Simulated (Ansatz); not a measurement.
## BFH4Si2, SMILES FB1[SiH2][SiH2]1: a geometry optimisation

Run with Ansatz 0.2.0 through its Python package.

`bfh4si2.xyz`
```text
8

F     1.94700   -0.69580    1.76090
B     0.86320   -0.30480    0.79980
Si   -0.22610    1.11770   -0.17960
Si   -0.47710   -0.87120   -0.51520
H     0.65140    1.82520   -1.15240
H    -1.09680    1.83320    0.75720
H     0.08230   -1.48070   -1.70460
H    -1.65180   -1.48070    0.17820
```

`bfh4si2.py`:
```python
import itertools

import ansatz
from ase.data import atomic_numbers, covalent_radii
import numpy as np

bfh4si2 = ansatz.Crystal.molecule_from_extxyz('bfh4si2.xyz')

setup = (
    bfh4si2.calculation()
    .basis(gaussian='def2-SVP')
    .functional('r2scan')
)
symbols = [site.symbol for site in bfh4si2.cartesian_sites]
start = np.array([site.position_ang for site in bfh4si2.cartesian_sites], dtype=float)
def progress(event):
    if event['event'] == 'relax_step':
        row = event['data']
        print(f'step {row["step"]:3d}  E = {row["lagrangian_ev"]:.6f} eV  largest force component {row["allowed_force_max_ev_ang"]:.4f} eV/A')


data = setup.relax(force_tolerance=0.01, max_steps=100).session().plan().execute(on_event=progress).report
end = np.array(data['positions_ang'])

print(f'E = {data["free_energy_ev"]:.6f} eV = {data["free_energy_ev"] / 27.211386246:.7f} Ha')
print('converged:', data['converged'], ' doubts:', data['published_state_doubts'] or 'none')

radius = [covalent_radii[atomic_numbers[s]] for s in symbols]
span = lambda where, i, j: np.linalg.norm(where[i] - where[j])
bonded = [(i, j) for i, j in itertools.combinations(range(len(symbols)), 2) if min(span(start, i, j), span(end, i, j)) < 1.2 * (radius[i] + radius[j])]
print('pair        before    after (A)')
for i, j in bonded:
    print(f'{symbols[i]}{i}-{symbols[j]}{j}'.ljust(10), f'{span(start, i, j):8.4f} {span(end, i, j):8.4f}')
for first, second in list(itertools.combinations(bonded, 2)):
    shared = set(first) & set(second)
    if shared and symbols[(j := shared.pop())] != 'H':
        i, k = sorted((set(first) | set(second)) - {j})
        u, v = end[i] - end[j], end[k] - end[j]
        angle = np.degrees(np.arccos(np.clip(u @ v / np.linalg.norm(u) / np.linalg.norm(v), -1, 1)))
        print(f'final angle {symbols[i]}{i}-{symbols[j]}{j}-{symbols[k]}{k}: {angle:.2f} deg')

charges = data['charge_distribution']
print('dipole moment', round(4.803205 * float(np.linalg.norm(charges['dipole_moment_e_ang'])), 3), 'D')
print('Mulliken:', [(s, round(q, 3)) for s, q in zip(symbols, charges['mulliken_charges_e'])])
```

```console
$ python bfh4si2.py
step   1  E = -19200.351101 eV  largest force component 5.5283 eV/A
step   2  E = -19201.749595 eV  largest force component 2.1473 eV/A
step   3  E = -19201.893256 eV  largest force component 0.6515 eV/A
step   4  E = -19201.901869 eV  largest force component 0.3498 eV/A
step   5  E = -19201.908234 eV  largest force component 0.0679 eV/A
step   6  E = -19201.909002 eV  largest force component 0.0433 eV/A
step   7  E = -19201.910810 eV  largest force component 0.0845 eV/A
step   8  E = -19201.911401 eV  largest force component 0.3690 eV/A
step   9  E = -19201.919177 eV  largest force component 0.2570 eV/A
step  10  E = -19201.927012 eV  largest force component 0.0986 eV/A
step  11  E = -19201.927349 eV  largest force component 0.3208 eV/A
step  12  E = -19201.929573 eV  largest force component 0.2084 eV/A
step  13  E = -19201.935996 eV  largest force component 0.0896 eV/A
step  14  E = -19201.939984 eV  largest force component 0.1269 eV/A
step  15  E = -19201.943517 eV  largest force component 0.3726 eV/A
step  16  E = -19201.954351 eV  largest force component 0.1855 eV/A
step  17  E = -19201.963581 eV  largest force component 0.1427 eV/A
step  18  E = -19201.969378 eV  largest force component 0.3448 eV/A
step  19  E = -19201.978669 eV  largest force component 0.1650 eV/A
step  20  E = -19201.985205 eV  largest force component 0.0849 eV/A
step  21  E = -19201.990630 eV  largest force component 0.1911 eV/A
step  22  E = -19201.991007 eV  largest force component 0.1746 eV/A
step  23  E = -19201.995907 eV  largest force component 0.0667 eV/A
step  24  E = -19201.996078 eV  largest force component 0.1240 eV/A
step  25  E = -19201.997450 eV  largest force component 0.0275 eV/A
step  26  E = -19201.997823 eV  largest force component 0.0143 eV/A
step  27  E = -19201.997886 eV  largest force component 0.0121 eV/A
step  28  E = -19201.997894 eV  largest force component 0.0117 eV/A
step  29  E = -19201.997899 eV  largest force component 0.0017 eV/A
E = -19201.997908 eV = -705.6604075 Ha
converged: True  doubts: none
pair        before    after (A)
F0-B1        1.5004   1.3249
B1-Si2       2.0419   1.9726
B1-Si3       1.9612   1.9728
Si2-Si3      2.0326   2.4527
Si2-H4       1.4889   1.4906
Si2-H5       1.4655   1.4945
Si3-H6       1.4488   1.4906
Si3-H7       1.4941   1.4946
final angle F0-B1-Si2: 133.84 deg
final angle F0-B1-Si3: 133.81 deg
final angle Si2-B1-Si3: 76.88 deg
final angle B1-Si2-Si3: 51.57 deg
final angle B1-Si2-H4: 119.00 deg
final angle B1-Si2-H5: 126.55 deg
final angle B1-Si3-Si2: 51.56 deg
final angle B1-Si3-H6: 119.09 deg
final angle B1-Si3-H7: 126.45 deg
final angle Si3-Si2-H4: 97.88 deg
final angle Si3-Si2-H5: 134.53 deg
final angle Si2-Si3-H6: 97.96 deg
final angle Si2-Si3-H7: 134.50 deg
final angle H4-Si2-H5: 112.33 deg
final angle H6-Si3-H7: 112.33 deg
dipole moment 0.771 D
Mulliken: [('F', -0.079), ('B', 0.129), ('Si', 0.008), ('Si', 0.008), ('H', -0.009), ('H', -0.024), ('H', -0.009), ('H', -0.024)]
```

Caveats:
- Total energies depend on the basis set; only differences at equal settings carry meaning.
- The end point is the stationary point reached from this start; no frequency run checks that it is a minimum, and the basis set is modest.
- It ran for 2.3 min on 1 thread of Arm Neoverse V1, with other jobs on the host, peak memory 0.22 GiB.
